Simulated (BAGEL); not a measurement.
**CHClFNSi (SMILES FC1=N[SiH]1Cl) at 3 levels**

Aim: a comparison of 3 runs (B3LYP/6-31G*, PBE0/6-31G*, RI-MP2/6-31G*) of CHClFNSi. 

The calculation is run with BAGEL 1.2.2.

**1. The structure to begin with**

CHClFNSi has 6 atoms, charge 0, and is taken as a singlet. As SMILES, `FC1=N[SiH]1Cl`. The coordinates come from a PBE0-D4/def2-TZVP relaxation.

Bond lengths: F1–C2 1.310 Å, C2–N3 1.270 Å, C2–Si4 1.756 Å, N3–Si4 1.774 Å, Si4–Cl5 2.023 Å, Si4–H6 1.469 Å. Angles: F1–C2–N3 128.1°, F1–C2–Si4 162.2°, N3–C2–Si4 69.7°, C2–N3–Si4 68.1°, C2–Si4–N3 42.2°, C2–Si4–Cl5 123.2°, N3–Si4–Cl5 119.8°, C2–Si4–H6 125.2°, N3–Si4–H6 120.9°, Cl5–Si4–H6 109.4°.

**2. The energy at B3LYP/6-31G(d) (density fitting with qzvpp-jkfit, spherical functions) (run 1)**

The input, input.json:

```json
{ "bagel": [

{
  "title": "molecule",
  "basis": "6-31gs.json",
  "df_basis": "qzvpp-jkfit",
  "angstrom": true,
  "geometry": [
    { "atom": "F", "xyz": [       0.158300,      -2.281300,      -0.638700 ] },
    { "atom": "C", "xyz": [       0.216600,      -1.043700,      -0.212100 ] },
    { "atom": "N", "xyz": [       1.240300,      -0.391700,       0.161000 ] },
    { "atom": "Si", "xyz": [      -0.233900,       0.593200,       0.234800 ] },
    { "atom": "Cl", "xyz": [      -0.525700,       2.070200,      -1.116500 ] },
    { "atom": "H", "xyz": [      -0.813600,       0.989400,       1.525400 ] }
  ]
},

{ "title": "ks", "xc_func": "b3lyp" },

{ "title": "print", "file": "orbitals.molden", "orbitals": true }

]}
```

The basis set 6-31G* is read from a file made from the Basis Set Exchange's data (not shown).

On the command line:

```
$ BAGEL_NUM_THREADS=1 BAGEL input.json > input.out
```

Output:

```text
* using 1 threads per process

  ===============================================================
  ===============================================================

  *** Geometry ***

[... 19 lines left out ...]
    * Removing 11128 points whose weight is below 1.00e-10
[... 2 lines left out ...]
  === Nuclear Repulsion ===
   257.9161446574

       - DIIS with orbital gradients will be used.

  === KS iteration (b3lyp / 6-31gs.json) ===
      0       -921.30661662          0.13860052           0.56
      1       -916.09279500          0.16027734           0.48
      2       -911.08833493          0.17310023           0.42
[... 17 lines of this table left out ...]
     20       -942.96634414          0.00000000           0.40
    * SCF iteration converged.

    * Permanent dipole moment:
           (    0.687990,    -0.243294,    -0.367539) a.u.

    * METHOD: KS                                   9.62

    * METHOD: PRINT                                0.01

  ===============================================================
```

Run time: 11 s. Hardware: 1 thread of Intel Xeon Platinum 8259CL at 2.50GHz (Skylake/Cascade Lake), shared host; peak memory 0.34 GiB.

**3. The energy at PBE0/6-31G(d) (density fitting with qzvpp-jkfit, spherical functions) (run 2)**

The input, calc.json:

```json
{ "bagel" : [

{
  "title" : "molecule",
  "basis" : "6-31gs.json",
  "df_basis" : "qzvpp-jkfit",
  "angstrom" : true,
  "geometry" : [
    { "atom" : "F", "xyz" : [       0.158300,      -2.281300,      -0.638700 ] },
    { "atom" : "C", "xyz" : [       0.216600,      -1.043700,      -0.212100 ] },
    { "atom" : "N", "xyz" : [       1.240300,      -0.391700,       0.161000 ] },
    { "atom" : "Si", "xyz" : [      -0.233900,       0.593200,       0.234800 ] },
    { "atom" : "Cl", "xyz" : [      -0.525700,       2.070200,      -1.116500 ] },
    { "atom" : "H", "xyz" : [      -0.813600,       0.989400,       1.525400 ] }
  ]
},

{
  "title" : "ks",
  "xc_func" : "pbe0"
},

{
  "title" : "print",
  "file" : "orbitals.molden",
  "orbitals" : true
}

]}
```

The basis set 6-31G* is read from a file made from the Basis Set Exchange's data (not shown).

On the command line:

```
$ BAGEL_NUM_THREADS=1 BAGEL calc.json > calc.out
```

Output:

```text
* using 1 threads per process

  ===============================================================
  ===============================================================

  *** Geometry ***

[... 19 lines left out ...]
    * Removing 11128 points whose weight is below 1.00e-10
[... 2 lines left out ...]
  === Nuclear Repulsion ===
   257.9161446574

       - DIIS with orbital gradients will be used.

  === KS iteration (pbe0 / 6-31gs.json) ===
      0       -920.81632497          0.13827516           0.42
      1       -915.63723439          0.15675162           0.45
      2       -909.85482460          0.17774814           0.39
[... 15 lines of this table left out ...]
     18       -942.46931694          0.00000000           0.41
    * SCF iteration converged.

    * Permanent dipole moment:
           (    0.690148,    -0.234682,    -0.379813) a.u.

    * METHOD: KS                                   8.74

    * METHOD: PRINT                                0.01

  ===============================================================
```

Wall time 9.6 s (1 thread of Intel Xeon Platinum 8259CL at 2.50GHz (Skylake/Cascade Lake), shared host); peak memory 0.34 GiB.

**4. A single-point energy at RI-MP2/6-31G(d) (density fitting with qzvpp-jkfit, spherical functions) (run 3)**

The input, job.json:

```json
{ "bagel": [

{
  "title": "molecule",
  "basis": "6-31gs.json",
  "df_basis": "qzvpp-jkfit",
  "angstrom": true,
  "geometry": [
    { "atom": "F", "xyz": [    0.158300,   -2.281300,   -0.638700 ] },
    { "atom": "C", "xyz": [    0.216600,   -1.043700,   -0.212100 ] },
    { "atom": "N", "xyz": [    1.240300,   -0.391700,    0.161000 ] },
    { "atom": "Si", "xyz": [   -0.233900,    0.593200,    0.234800 ] },
    { "atom": "Cl", "xyz": [   -0.525700,    2.070200,   -1.116500 ] },
    { "atom": "H", "xyz": [   -0.813600,    0.989400,    1.525400 ] }
  ]
},
{
  "title": "hf"
},
{
  "title": "mp2",
  "ncore": 13
}

]}
```

The basis set 6-31G* is read from a file made from the Basis Set Exchange's data (not shown).

On the command line:

```
$ BAGEL_NUM_THREADS=1 BAGEL job.json > job.out
```

Output:

```text
* using 1 threads per process

  ===============================================================
  ===============================================================

  *** Geometry ***

[... 30 lines left out ...]
    * SCF iteration converged.
[... 1 line left out ...]
    * Permanent dipole moment:
[... 2 lines left out ...]
    * METHOD: HF                                   1.76

  *** RHF ***

  === Nuclear Repulsion ===
   257.9161446574

      * DIIS with orbital gradients will be used.

  === RHF iteration (6-31gs.json) ===
      0       -940.71845779          0.00000000           0.08
    * SCF iteration converged.

    * Permanent dipole moment:
           (    0.869202,    -0.413109,    -0.480523) a.u.

  === DF-MP2 calculation ===

    * freezing 13 orbitals
    * 3-index integral transformation done
    * assembly done

      MP2 correlation energy:   -0.6533543808      0.04

      MP2 total energy:       -941.3718121696

    * METHOD: MP2                                  0.29

  ===============================================================
```

Wall time 2.7 s (1 thread of Intel Xeon Platinum 8259CL at 2.50GHz (Skylake/Cascade Lake), shared host); peak memory 0.12 GiB.

**5. The series**

| run | level | frozen core orbitals | energy (Eh) | dipole moment (D) | HOMO energy (eV) | LUMO energy (eV) | wall time |
| --- | --- | --- | --- | --- | --- | --- | --- |
| 1 | B3LYP/6-31G* (density fitting with qzvpp-jkfit, spherical functions) | – | -942.966344 | 2.08 | -7.31 | -0.80 | 11 s |
| 2 | PBE0/6-31G* (density fitting with qzvpp-jkfit, spherical functions) | – | -942.469317 | 2.09 | -7.60 | -0.63 | 9.6 s |
| 3 | RI-MP2/6-31G* (density fitting with qzvpp-jkfit, spherical functions) | 13 | -941.371812 | – | – | – | 2.7 s |

**6. Results**

| quantity | value |
| --- | --- |
| run 3: total energy | -941.37181 Eh |
| run 3: correlation energy (13 core orbitals frozen) | -653.4 mEh |

Totals of different functionals can't be ranked against each other. All runs together took 23 s, the longest 11 s.
